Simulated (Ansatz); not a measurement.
# Ge3Pd (Pm-3m) in Ansatz: a series of runs

The runs below take Ge3Pd through density of states, phonons, with PBEsol.

Everything below comes from runs of Ansatz 0.2.0. Logs are shortened: lines on timing, memory, paths and dates and some standing lists are left out, and cuts for length are marked.

**1. The structure**

Symmetry: Pm-3m, No. 221, cubic system. Conventional cell: a = 4.142 Å, b = 4.142 Å, c = 4.142 Å, α = 90.00°, β = 90.00°, γ = 90.00°. Pd (site symmetry m-3m) has 12 Ge at 2.93 Å as nearest neighbours. Ge (site symmetry 4/mmm) is surrounded by 4 Pd at 2.93 Å and 8 Ge at 2.93 Å.

The cell comes from a database or a generator and needn't be the stable form of this composition.

**2. Density of states, PBEsol**

Contents of input.yaml:

```yaml
crystal:
  lattice:
    - [4.142023, 0.0, 0.0]
    - [0.0, 4.142023, 0.0]
    - [0.0, 0.0, 4.142023]
  atoms:
    - { symbol: Pd, position: [0.0, 0.0, 0.0] }
    - { symbol: Ge, position: [0.5, 0.5, 0.0] }
    - { symbol: Ge, position: [0.5, 0.0, 0.5] }
    - { symbol: Ge, position: [0.0, 0.5, 0.5] }
kpoints:
  mp_grid: { grid: [7, 7, 7] }
scf:
  occupations: { method: fermi_dirac, width: 0.05 }
hamiltonian:
  xc: pbesol
  pseudopotentials: { kind: all_electron, datasets: crystal }
output:
  forces: true
  stress: true
  eigenvalues: true
  dos: { projected: false, de: 0.1, e_range: [-10, 8] }
  elf: true
  volumetric_format: npy
```

Potentials or basis: all-electron PAW datasets made for the crystal.

Run with:

```
> ansatz run input.yaml --threads 2 --pin off --max-ram 8192MiB --backend cpu --events-out ev --progress --plain --runs-dir out
```

The log of the run:

```text
Warning: RAYON_NUM_THREADS=2 ignored (pool sized by the plan → 2); use --threads N
hamiltonian.pseudopotentials.datasets: crystal makes datasets for this crystal and solves the spheres of its atoms anew in each pass: cutoff 260.0 eV, the density's 1040.0 eV; for an error of 0.50 meV an atom under PBE, 2.0 meV for the cell; an energy difference from a run of another recipe may be off by several times the error for the cell, under r2SCAN by more, where some 0.1 meV an atom stays at smaller errors; Ge in spheres of 1.376 Å, 4 of its electrons in bands, 10 on its site; Pd in spheres of 1.376 Å, 10 of its electrons in bands, 8 on its site; only band paths and densities of states list, in semicore columns, the levels of the semicore shells that are solved separately: 3d of Ge, 4s of Pd, 4p of Pd
band count auto-derived: 17 (N_el = 22.0; filled up to band 11; 15 by the electrons, moments and atoms)
Engine: ansatz 0.2.0, aarch64-unknown-linux-gnu
Pseudopotentials: kind: all_electron
Pseudopotential: Pd, paw, valence charge 18, recommended cutoff 260 eV (normal), crystal/all_electron/pbesol/scalar/gaussian/Pd, Koelling and Harmon's equation, gaussian nucleus
Pseudopotential: Ge, paw, valence charge 14, recommended cutoff 260 eV (normal), crystal/all_electron/pbesol/scalar/gaussian/Ge, Koelling and Harmon's equation, gaussian nucleus
Functional definition: PBEsol
  exchange = pbesol_x
  correlation = pbesol_c
Crystal: 4 atoms, lattice volume = 71.062 Å³
Basis set: ecut = 260 eV, 691 PW (Γ), exchange–correlation on 48×48×48 points (8 copies of the dense FFT grid, shifted against one another)
Bands: 17, of which v1, the nominal top of the filled ones, is band 11 counted from 1 (10 counted from 0)
Symmetry: 48 space group operations
Space group: Pm-3m (ITA 221), of the structure as read, at distance tolerance 4.1e-5 Å
k-points: 20 of 343
Non-local potential: Pd, projectors of the file, l = 0: 1, l = 1: 1, l = 2: 2
Non-local potential: Ge, projectors of the file, l = 0: 1, l = 1: 1
PAW form: soft (Blöchl's): semilocal exchange-correlation on the pseudo side does not see the compensation charge
PAW one-centre angular grid: Pd, 590 points (default); XC on its mesh's 1877 points in the sphere
PAW one-centre angular grid: Ge, 110 points (default); XC on its mesh's 1911 points in the sphere
Initial density: superposition of atomic densities (neutral atoms: chi_scale 0, normalization atom)
Initial wavefunctions: pseudopotential atomic-orbital guess
Functional: x = pbesol(κ = 0.804, μ = 0.12345679012345678), c = pbesol(β = 0.046)
iter 1 solved again at ethr=5.33e-3 eV; its pass at ethr=1.00e-1 eV (dr2=1.17e0 eV) is discarded
SCF iter   1: F=—  HF=-308464.967722 eV  |F-HF|=—  |Δ(HF+E_count)|=         —  Δρ=3.47e-2  dr2=9.66e-1  ethr=5.33e-3  ⟨swp⟩=3.1  Hψ=1874  notcnv=0
preconditioner: auto → Kerker (q_TF=auto, 2.244 Å⁻¹)  [metal: Δε(μ)=0.059 eV  Ē_g=7.457 eV  σ=0.050 eV  W_gap=0.27  n_scr=18 (ndim 8)  ℏωp=20.7 eV  f_vac=0.000  D(μ)=2.71/eV (n_scr^D=26)]
iter 2 solved again at ethr=3.97e-4 eV; its pass at ethr=4.39e-3 eV (dr2=8.74e-2 eV) is discarded
SCF iter   2: F=—  HF=-308464.846794 eV  |F-HF|=—  |Δ(HF+E_count)|=   1.21e-1  Δρ=9.30e-3  dr2=9.39e-2  ethr=3.97e-4  ⟨swp⟩=2.4  Hψ=1488  notcnv=0
SCF iter   3: F=—  HF=-308464.828745 eV  |F-HF|=—  |Δ(HF+E_count)|=   1.80e-2  Δρ=5.89e-3  dr2=2.67e-2  ethr=3.97e-4  ⟨swp⟩=2.1  Hψ=673  notcnv=0
SCF iter   4: F=—  HF=-308464.823934 eV  |F-HF|=—  |Δ(HF+E_count)|=   4.81e-3  Δρ=2.91e-3  dr2=9.09e-3  ethr=1.22e-4  ⟨swp⟩=3.0  Hψ=778  notcnv=0
SCF iter   5: F=—  HF=-308464.822552 eV  |F-HF|=—  |Δ(HF+E_count)|=   1.38e-3  Δρ=7.27e-4  dr2=3.95e-4  ethr=4.13e-5  ⟨swp⟩=2.9  Hψ=625  notcnv=0
SCF iter   6: F=—  HF=-308464.822414 eV  |F-HF|=—  |Δ(HF+E_count)|=   1.38e-4  Δρ=6.20e-4  dr2=3.50e-4  ethr=1.80e-6  ⟨swp⟩=3.0  Hψ=896  notcnv=0
SCF iter   7: F=—  HF=-308464.822338 eV  |F-HF|=—  |Δ(HF+E_count)|=   7.64e-5  Δρ=2.45e-5  dr2=3.78e-7  ethr=1.59e-6  ⟨swp⟩=2.0  Hψ=571  notcnv=0
SCF iter   8: F=—  HF=-308464.822340 eV  |F-HF|=—  |Δ(HF+E_count)|=   2.63e-6  Δρ=7.13e-5  dr2=5.55e-6  ethr=1.72e-9  ⟨swp⟩=4.2  Hψ=958  notcnv=0
SCF iter   9: F=—  HF=-308464.822340 eV  |F-HF|=—  |Δ(HF+E_count)|=   6.16e-7  Δρ=1.75e-5  dr2=3.55e-7  ethr=1.72e-9  ⟨swp⟩=3.1  Hψ=745  notcnv=0
SCF iter  10: F=-308464.822340 eV  HF=-308464.822340 eV  |F-HF|=6.34e-9  |Δ(HF+E_count)|=   6.38e-8  Δρ=3.14e-6  dr2=6.62e-9  ethr=1.61e-9  ⟨swp⟩=3.0  Hψ=612  notcnv=0
SCF 1 converged in 10 iterations: F = -308464.822342 eV  dr2 = 6.62e-9
  Residual-converged pass: ⟨swp⟩=4.0  Hψ=802  notcnv=0  max |occ|·‖R‖ = 6.4e-6 eV (tolerance 6.7e-6 eV)  dr2=8.32e-9  dr2_onsite=3.07e-9  max |Δocc| = 5.2e-10
SCF converged after 10 iterations
Free energy (F): -308464.822342 eV
Harris-Foulkes:  -308464.822342 eV  (|F-HF|=6.34e-9)
Internal energy: -308464.804803 eV  (E = F + TS)
E sigma→0 (E₀):  -308464.813573 eV
Entropy (-TS):   -0.017539 eV (-4.385 meV/atom)
Past the cutoff: the bands carry plane waves up to 1.75 times it, of which those up to 1.5 times it add -0.000081 eV an atom, each by itself; the spheres take 0.000138 eV an atom off the energy for waves past 1.75 times it
By the cutoff:   a pressure is off by up to 0.006 GPa (1.2 times the spheres' own share and the shells' term, over an atom's volume, and 0.004 GPa: a bound that held against runs at twice the plane waves)
Past the cutoffs: a stress includes 0.0014 GPa for waves and charges beyond them, in addition to the slope of what the spheres take
In the spheres:  the bands' charges fall short by 6.9e-7 e at most (sound up to 1e-3), those of shells solved beside the bands by 1.5e-7 e (sound up to 5e-4)
Fermi energy:    14.611312 eV
--- Per-component energies (eV) ---
  E_band       = 227.073020
  E_kinetic    = 269.062231
  E_local      = -4140.434172  (includes V_loc(G=0)·N_el)
  E_nonlocal   = 230.606815
  E_hartree    = 2226.970469
  E_xc         = -222.939277
  E_vxc        = -248.233023  (∫ρ·V_xc dr)
  E_paw        = -317351.409631  (= ΣΔE_a)
  E_vpaw       = -18080.870250  (= ΣTr[D̂ρ^β])
  E_ewald      = -7219.656347
  E_smearing   = -0.017539  (= −TS)
  E_closure    = 17742.995108  (closes the sum)
  Σ components = -308464.822342   (vs F -308464.822342, Δ=0.00e0)
  The terms above E_closure are by the made datasets' own strengths, without shells solved beside the bands.
--- Forces (eV/Å), atoms counted from 1 ---
  atom   1  Pd    -0.00000000    -0.00000000     0.00000000
  atom   2  Ge     0.00000000    -0.00000000    -0.00000000
  atom   3  Ge     0.00000000    -0.00000000     0.00000000
  atom   4  Ge     0.00000000     0.00000000     0.00000000
  max |Σ_I F_I| component: 2.02e-29 eV/Å
--- Stress (GPa, compression-positive) ---
       -4.696917       0.000000       0.000000
        0.000000      -4.696917       0.000000
        0.000000      -0.000000      -4.696917
  P = ⅓ Tr σ = -4.6969 GPa (-46.969 kbar)
  It holds what live shells' own plane waves past their cutoff add
--- Band table (eV; the first three rows and the last of 20) ---
  k-point 0: bands = ["1.9409", "8.6471", "8.6471", "11.1291", "11.1291", "11.1291", "11.9620", "11.9620", "11.9620", "13.0531", "13.0531", "15.4236", "17.5964", "17.5964", "17.5964"]
  k-point 1: bands = ["2.1120", "7.8048", "8.7852", "10.9788", "10.9788", "11.3973", "11.9693", "12.2501", "12.2501", "12.7147", "13.4119", "16.1783", "17.4053", "17.4053", "17.5143"]
  k-point 2: bands = ["2.6132", "6.3191", "9.1862", "10.7560", "10.7560", "11.8321", "11.9013", "11.9858", "12.9189", "12.9189", "13.9376", "16.4188", "16.4188", "17.3903", "17.4092"]
  k-point 19: bands = ["5.8643", "6.4533", "6.4533", "9.2138", "10.2004", "10.3218", "10.3218", "12.3883", "12.3883", "13.0753", "13.0753", "13.1944", "14.8056", "21.2168", "21.2168"]
```

Wall time 3.3 s (2 threads of Arm Neoverse V2, shared host); peak memory 0.47 GiB.

Results:

```
Free energy            : -308464.8223 eV
Pressure               : -4.7 GPa
Band gap on the k mesh : none (metal or under the smearing width)
```

States per cell in windows of 1 eV (zero at the Fermi level; states under -8 eV left out):
| from (eV) | total |
| --- | --- |
| -8.0 | 1.06 |
| -7.0 | 0.77 |
| -6.0 | 0.60 |
| -5.0 | 2.17 |
| -4.0 | 3.52 |
| -3.0 | 5.40 |
| -2.0 | 2.63 |
| -1.0 | 2.19 |
| 0.0 | 1.26 |
| 1.0 | 1.97 |
| 2.0 | 1.80 |
| 3.0 | 1.97 |
| 4.0 | 2.35 |
| 5.0 | 1.63 |
| 6.0 | 0.62 |

Caveat: the program warned that the printed levels may be off, so bands, gaps and densities of states are rough.

**3. Phonons, PBEsol**

input.yaml: that of step 2 with these lines changed.

```diff
@@ -16,9 +16,6 @@
   xc: pbesol
-  pseudopotentials: { kind: all_electron, datasets: crystal }
-output:
-  forces: true
-  stress: true
-  eigenvalues: true
-  dos: { projected: false, de: 0.1, e_range: [-10, 8] }
-  elf: true
-  volumetric_format: npy
+  pseudopotentials: { kind: all_electron, lapw: { basis_error: 0.002 } }
+output: {}
+phonons:
+  method: fd
+  supercell: [1, 1, 1]
```

Potentials or basis: all-electron LAPW, scalar-relativistic.

Run with:

```
> ansatz run input.yaml --threads 2 --pin off --max-ram 8192MiB --backend cpu --events-out ev --progress --plain --runs-dir out
```

The log of the run:

```text
Warning: RAYON_NUM_THREADS=2 ignored (pool sized by the plan → 2); use --threads N
LAPW: plane waves up to 7.509 Å⁻¹, error target 2.0e-3 eV per atom; small_component_spin mean_spin; Ge in spheres of 1.377 Å, 22 of its electrons in bands, Dirac shells []; Pd in spheres of 1.464 Å, 18 of its electrons in bands, Dirac shells [] (how accurate: hamiltonian.pseudopotentials.lapw.basis_error, Limitations)
[... 2 set-up lines as earlier in the session ...]
Pseudopotential: Pd, LAPW, valence charge 18, lapw/all_electron/scalar/gaussian/Pd, Koelling and Harmon's equation, gaussian nucleus
Pseudopotential: Ge, LAPW, valence charge 22, lapw/all_electron/scalar/gaussian/Ge, Koelling and Harmon's equation, gaussian nucleus
[... 3 set-up lines as earlier in the session ...]
[... 84 lines left out ...]
  k-point 19: bands = ["-148.7746", "-148.7746", "-148.7746", "-96.0924", "-96.0908", "-96.0908", "-96.0815", "-96.0815", "-96.0815", "-96.0805", "-96.0805", "-96.0805", "-69.5416", "-35.3223", "-35.3223", "-35.3223", "-10.0894", "-10.0840", "-10.0840", "-10.0750", "-10.0750", "-10.0702", "-10.0701", "-10.0209", "-10.0152", "-10.0152", "-10.0061", "-10.0061", "-9.9709", "-9.9709", "-9.9654", "5.8643", "6.4533", "6.4533", "9.2137", "10.2004", "10.3218", "10.3218", "12.3884", "12.3884", "13.0752", "13.0752", "13.1943", "14.8056", "21.2168", "21.2168", "21.6825", "22.0946", "22.0946", "26.2716", "26.6953"]
--- Phonons: 2 displaced members + reference (amplitude 0.01 Å, Σ member SCF iterations 16) ---
  symmetry images taken by strict's conditions (phonons.symmetry_images: auto; settled by no image being taken that strict refuses)
  ASR residual: 6.355e-4 → 0.000e0 eV/Å²; symmetrization residual: 2.469e-4 eV/Å²
  largest component of a force at the reference: 7.1e-31 eV/Å
  ASR residual per site (eV/Å²): 3.98e-4 6.36e-4 6.36e-4 6.36e-4
  Γ frequencies (cm⁻¹): -59.01 -59.01 -59.01 0.00 0.00 0.00 37.79 37.79 37.79 121.47 121.47 121.47
  density of states and harmonic sums: on the 15×15×15 q-mesh, interpolated from the force constants of a 1×1×1 supercell (no non-analytic term)
  largest difference from the sums on the solved wave vectors: F 6.79e-1 eV, S 9.28e-4 and C_V 2.51e-4 eV/K
  zero-point energy: 0.036258 eV/cell   skipped modes (ω ≤ 0): 389, of them read as no rigid motion or as one in doubt: 386 (3.110e0 modes/cell left out, lowest -59.01 cm⁻¹)   left out of the sums: 2.59e-1 of the cell's modes: C_V's classical limit lies that fraction below 3 k_B per atom; for a crystal, a wire or a layer, F and S can be off by more, and a phonons.interpolated_qmesh denser along its periods is the remedy for the sampling
```

phdos.tsv:

```text
# omega_inv_cm	omega_thz	g_bin_mean(omega)[modes/inv_cm]
# format = ansatz-phdos/2
# interpolated_qmesh = 15 15 15
# force_constants_supercell = 1 1 1
# lo_to_splitting: not included (the non-analytic LO-TO correction is not applied to the interpolated dynamical matrix; polar crystals: no LO-TO splitting at GAMMA, and LO and other optical branches, acoustic branches and sound speeds, and with them the density of states and the thermodynamics, can be off between the wave vectors that the force constants were sampled on, most near GAMMA; a larger extent of the force constants narrows that region and is not shown to mend the acoustic slopes)
# g_bin_mean(omega): the modes in a bin one row spacing wide, centred on omega, divided by that spacing. A flat band (one whose frequency is the same at every q-point) is counted whole in the row whose bin holds it (on the edge of two bins, in the lower row). The modes of the run's own cell are the sum of g_bin_mean times the row spacing in inv_cm (a plain sum, not the trapezoid rule); for a one-atom cell on a GAMMA-only q-mesh every row is zero, so that sum is 0, not 3
-59.009420	-1.769058	1.427129e-4
-58.648451	-1.758236	3.577225e-3
-58.287483	-1.747415	1.076801e-2
-57.926515	-1.736593	1.474657e-2
-57.565546	-1.725772	1.728421e-2
-57.204578	-1.714950	2.116325e-2
[... 493 lines left out ...]
121.113797	3.630900	3.148888e-3
121.474765	3.641722	1.216383e-4
```

phthermo.tsv:

```text
# format = ansatz-phthermo/1
# interpolated_qmesh = 15 15 15
# force_constants_supercell = 1 1 1
# non_analytic_term = not included (the non-analytic LO-TO correction is not applied to the interpolated dynamical matrix; polar crystals: no LO-TO splitting at GAMMA, and LO and other optical branches, acoustic branches and sound speeds, and with them the density of states and the thermodynamics, can be off between the wave vectors that the force constants were sampled on, most near GAMMA; a larger extent of the force constants narrows that region and is not shown to mend the acoustic slopes)
# zero_point_energy_ev = 3.6257904777e-2
# n_skipped_modes = 389
# share_of_modes_left_out = 2.5925925926e-1
# vibrations_at_or_below_zero_n_entries = 386
# vibrations_at_or_below_zero_modes_per_cell = 3.1102222222e0
# vibrations_at_or_below_zero_lowest_omega_inv_cm = -59.009
# rigid_motions_known_by = geometry
# t_k	f_vib_ev	s_ev_per_k	c_v_ev_per_k
0.0000	3.6257904777e-2	0.0000000000e0	0.0000000000e0
10.0000	3.6180268105e-2	2.3737334771e-5	5.0699578283e-5
20.0000	3.5578294201e-2	1.0649260102e-4	2.1707785972e-4
30.0000	3.3928411928e-2	2.2626143562e-4	3.7706362625e-4
40.0000	3.1037933611e-2	3.5126272424e-4	4.8991194044e-4
50.0000	2.6927557809e-2	4.6921845385e-4	5.6496571273e-4
[... 93 lines left out ...]
990.0000	-1.8559135786e0	2.6413231391e-3	7.6530776812e-4
1000.0000	-1.8823653326e0	2.6490148071e-3	7.6532123780e-4
```

Wall time 79 s (2 threads of Arm Neoverse V2, shared host); peak memory 0.71 GiB.

Results:

```yaml
Free_energy: -308464.8207 eV
Band_gap_on_the_k_mesh: none (metal or under the smearing width)
Highest_phonon_frequency_at_Γ: 121 cm⁻¹
Most_unstable_mode: 59i cm⁻¹
```

Phonon frequencies in cm⁻¹ (negative: imaginary):
```
              q point                             frequencies
(0.000, 0.000, 0.000)  -59 -59 -59 0 0 0 38 38 38 121 121 121
```

Caveat: a metal's response needs a denser mesh; some modes are imaginary.
